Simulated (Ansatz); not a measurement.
# ScPt: response to strain

ScPt is deformed so: equal xx and yy strain of -1 %. What stress and forces result, by LAPW, PAW and all-electron datasets made for the crystal?

Method: DFT LDA, scalar-relativistic, in Ansatz 0.2.0.

### 1 Starting point

Symmetry: Pm-3m, No. 221, cubic system. Conventional cell: a = 3.270 Å, b = 3.270 Å, c = 3.270 Å, α = 90.00°, β = 90.00°, γ = 90.00°. Around Sc (site symmetry m-3m) lie 8 Pt at 2.83 Å. Pt (site symmetry m-3m) has 8 Sc at 2.83 Å as nearest neighbours.

As a file:

```
CELL_PARAMETERS angstrom
3.27000 0.00000 0.00000
0.00000 3.27000 0.00000
0.00000 0.00000 3.27000
ATOMIC_POSITIONS crystal
Sc 0.50000 0.50000 0.50000
Pt 0.00000 0.00000 0.00000
```

Atoms are numbered in the order of the input: Sc1, Pt2.

### 2 After the deformation

Space group Pm-3m before, P4/mmm after.

### 3 All-electron LAPW

The input, input.yaml:

```yaml
crystal:
  lattice:
    - [3.2373, 0.0, 0.0]
    - [0.0, 3.2373, 0.0]
    - [0.0, 0.0, 3.27]
  atoms:
    - { symbol: Sc, position: [0.5, 0.5, 0.5] }
    - { symbol: Pt, position: [0.0, 0.0, 0.0] }
kpoints:
  mp_grid: { grid: [10, 10, 10] }
  band_path:
    path:
      - [0.0, 0.0, 0.0]
      - [0.0, 0.5, 0.0]
      - [0.5, 0.5, 0.0]
      - [0.0, 0.0, 0.0]
      - [0.0, 0.0, 0.5]
      - [0.0, 0.5, 0.5]
      - [0.5, 0.5, 0.5]
      - [0.0, 0.0, 0.5]
      - [0.0, 0.5, 0.0]
    npoints: 5
scf:
  occupations: { method: fermi_dirac, width: 0.05 }
hamiltonian:
  xc: lda
  pseudopotentials: { kind: all_electron, lapw: { basis_error: 0.00025 } }
output:
  forces: true
  stress: true
  eigenvalues: true
```

Started as:

```bash
$ ansatz run input.yaml --threads 1 --pin off --max-ram 3072MiB --backend cpu --events-out ev --progress --plain --runs-dir out
```

### 4 Frozen-core PAW

The input, input.yaml:

```yaml
crystal:
  lattice:
    - [3.2373, 0.0, 0.0]
    - [0.0, 3.2373, 0.0]
    - [0.0, 0.0, 3.27]
  atoms:
    - { symbol: Sc, position: [0.5, 0.5, 0.5] }
    - { symbol: Pt, position: [0.0, 0.0, 0.0] }
kpoints:
  mp_grid: { grid: [10, 10, 10] }
scf:
  occupations: { method: fermi_dirac, width: 0.05 }
hamiltonian:
  xc: lda
  pseudopotentials: { kind: paw }
output:
  forces: true
  stress: true
  eigenvalues: true
  efg: { contact_densities: true }
```

### 5 All-electron PAW on datasets made for the crystal

Changes to input.yaml since step 4:

```diff
@@ -14,3 +14,3 @@
   xc: lda
-  pseudopotentials: { kind: paw }
+  pseudopotentials: { kind: all_electron, datasets: crystal }
 output:
```

(Steps that only read results are left out.)

**Question.** What will these runs give? Wanted: pressure; largest shear or deviatoric stress.

The runs gave:

```
                                 quantity                                              value
                                 pressure  LAPW -2.54, PAW -2.56, crystal datasets -2.54 GPa
largest shear or deviatoric stress (LAPW)                                           0.04 GPa
```

**Reading.** The largest part of the stress beyond the pressure is 0.04 GPa in size, in the zz component; the atoms are carried along and not relaxed. No run of the undeformed cell stands beside it, so the pressure holds what the given cell had before the change. PAW: stress within 0.02 GPa of LAPW. Crystal datasets: stress within 0.01 GPa of LAPW. Spin-orbit coupling is left out, though the cell holds Pt; in elements this heavy it can shift bands and gaps by tenths of an eV.
